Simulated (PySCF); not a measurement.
# InHCl (SMILES [Cl][InH]): FCI/STO-6G

Aim: the vertical doublet–quartet gap of InHCl at FCI/STO-6G, from 2 runs. 

The calculation is run with PySCF 2.14.0.

9 further runs of the same task are left out: 9 set aside as unsound or not needed.

### Step 1. The structure to begin with

The species is InHCl (3 atoms), meant as a doublet with charge 0. SMILES: `[Cl][InH]`. The shape is that of a PBE0-D4/def2-TZVP optimisation.

Bond lengths: Cl1–In2 2.365 Å, In2–H3 1.773 Å. Angles: Cl1–In2–H3 115.3°.

### Step 2. A single-point energy at FCI/STO-6G

Contents of run.py:

```python
from pyscf import gto, scf, mcscf

system = gto.Mole()
system.atom = '''
Cl  -1.649800   0.396800  -0.867400
In   0.409500   0.542400   0.286100
H    1.229400  -1.003900   0.568100
'''
system.verbose = 3
system.spin = 1
system.charge = 0
system.max_memory = 1860
system.basis = 'sto-6g'
system.build()

mf = scf.ROHF(system)
mf.conv_tol = 1e-10
mf.kernel()
if not mf.converged:
    mf = mf.newton().run(mf.mo_coeff, mf.mo_occ)

cas = mcscf.CASCI(mf, mf.mo_coeff.shape[-1] - 23, (system.nelec[0] - 23, system.nelec[1] - 23))  # full CI above the frozen core
cas.fix_spin_(ss=0.75)
cas.kernel()
energy = cas.e_tot
print('Final energy', energy)
```

The run is started by

```sh
$ OMP_NUM_THREADS=1 python run.py
```

Output:

```text
converged SCF energy = -6171.26220540677
CASCI E = -6171.29494073948  E(CI) = -98.0237881227085  S^2 = 0.7500000
Final energy -6171.294940739482
```

It took 15 s on 1 thread of Arm Neoverse V1, shared host; peak memory 0.2 GiB.

### Step 3. The quartet, same level

Contents of input.py:

```python
from pyscf import gto, mcscf

molecule = gto.M(
    atom='Cl -1.649800 0.396800 -0.867400; In 0.409500 0.542400 0.286100; H 1.229400 -1.003900 0.568100',
    spin=3,
    verbose=3,
    max_memory=1860,
    basis='sto-6g',
)

mf = molecule.ROHF()
mf.conv_tol = 1e-10
mf.kernel()
if not mf.converged:
    mf = mf.newton().run(mf.mo_coeff, mf.mo_occ)

cas = mcscf.CASCI(mf, mf.mo_coeff.shape[-1] - 23, (molecule.nelec[0] - 23, molecule.nelec[1] - 23))  # full CI above the frozen core
cas.fix_spin_(ss=3.75)
cas.kernel()
e_final = cas.e_tot
print('E = %.10f Eh' % e_final)
```

The run is started by

```sh
$ OMP_NUM_THREADS=1 python input.py
```

Output:

```text
converged SCF energy = -6171.06585294425
CASCI E = -6171.09678721536  E(CI) = -97.8229472950625  S^2 = 3.7500000
E = -6171.0967872154 Eh
```

Wall time 14 s (1 thread of Arm Neoverse V1, shared host); peak memory 0.17 GiB.

### Step 4. What came out

At FCI/STO-6G, 23 core orbitals frozen:

| quantity | value |
| --- | --- |
| doublet: total energy | -6171.29494 Eh |
| doublet: dipole moment (Hartree–Fock density) | 4.18 D |
| doublet: correlation energy (23 core orbitals frozen) | -32.7 mEh |
| quartet: total energy | -6171.09679 Eh |
| quartet: dipole moment (Hartree–Fock density) | 5.66 D |
| quartet: correlation energy (23 core orbitals frozen) | -30.9 mEh |
| vertical energy of the quartet above the doublet | 5.392 eV |

What this shows: At this shape the quartet lies 5.39 eV (124 kcal/mol) above the doublet. In a minimal basis such a difference can be off by several eV, whatever the method. Mulliken charges (doublet) of the mean-field density run from -0.51 on Cl1 to +0.71 on In2. Relativity is left out (doublet) although the molecule holds a heavy atom. Mulliken charges (quartet) of the mean-field density run from -0.47 on Cl1 to +0.41 on In2. Relativity is left out (quartet) although the molecule holds a heavy atom.
